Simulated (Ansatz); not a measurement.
# PdPt: a single-point run

Wanted: a converged single-point run for PdPt, and a check of what comes out. The structure is shown as the input types it.

Computed with Ansatz 0.2.0 (DFT, LDA, PAW with Ansatz's default frozen-core files, scalar-relativistic, unless a step's input says otherwise).

5 further runs of the same task are left out: 5 that didn't finish.

## 1. The system as given

It takes space group R-3m (No. 166, trigonal). The conventional cell has a = 2.767 Å, b = 2.767 Å, c = 13.681 Å, α = 90.00°, β = 90.00°, γ = 120.00°. Pd (site symmetry -3m) is surrounded by 6 Pd at 2.77 Å and 6 Pt at 2.78 Å. Pt (site symmetry -3m) has 6 Pt at 2.77 Å and 6 Pd at 2.78 Å as nearest neighbours.

Coordinates:

```
CELL_PARAMETERS angstrom
1.38340 0.79871 4.56037
-1.38340 0.79871 4.56037
0.00000 -1.59741 4.56037
ATOMIC_POSITIONS crystal
Pd 0.00000 0.00000 0.00000
Pt 0.50000 0.50000 0.50000
```

## 2. Input and run

Contents of input.yaml:

```yaml
crystal:
  lattice:
    - [1.3834012978, 0.7987071117, 4.5603668681]
    - [-1.3834012978, 0.7987071117, 4.5603668681]
    - [0.0, -1.5974142234, 4.5603668681]
  atoms:
    - { symbol: Pd, position: [0.0, 0.0, 0.0] }
    - { symbol: Pt, position: [0.5, 0.5, 0.5] }
kpoints:
  mp_grid: { grid: [13, 13, 13] }
scf:
  occupations: { method: fermi_dirac, width: 0.05 }
  convergence: { dr2_threshold: -1.0e-06 }
  max_iter: 100
hamiltonian:
  xc: lda
  pseudopotentials: { kind: paw }
output:
  forces: true
  stress: true
  eigenvalues: true
  efg: { contact_densities: true }
  populations: true
```

The run is started by

```
> ansatz run input.yaml --threads 1 --pin off --max-ram 2048MiB --backend cpu --events-out ev --progress --plain --runs-dir out
```

What happens when this is run?

Nothing was computed: the input was turned down at the start. It says: «invalid value for `scf.convergence.dr2_threshold`: must be finite and > 0; got -0.000001 eV»

The suspect setting: scf.convergence.dr2_threshold is -1.0e-06. The number typed is not permitted for that setting.

Fix: delete scf.convergence.dr2_threshold (the default then holds).
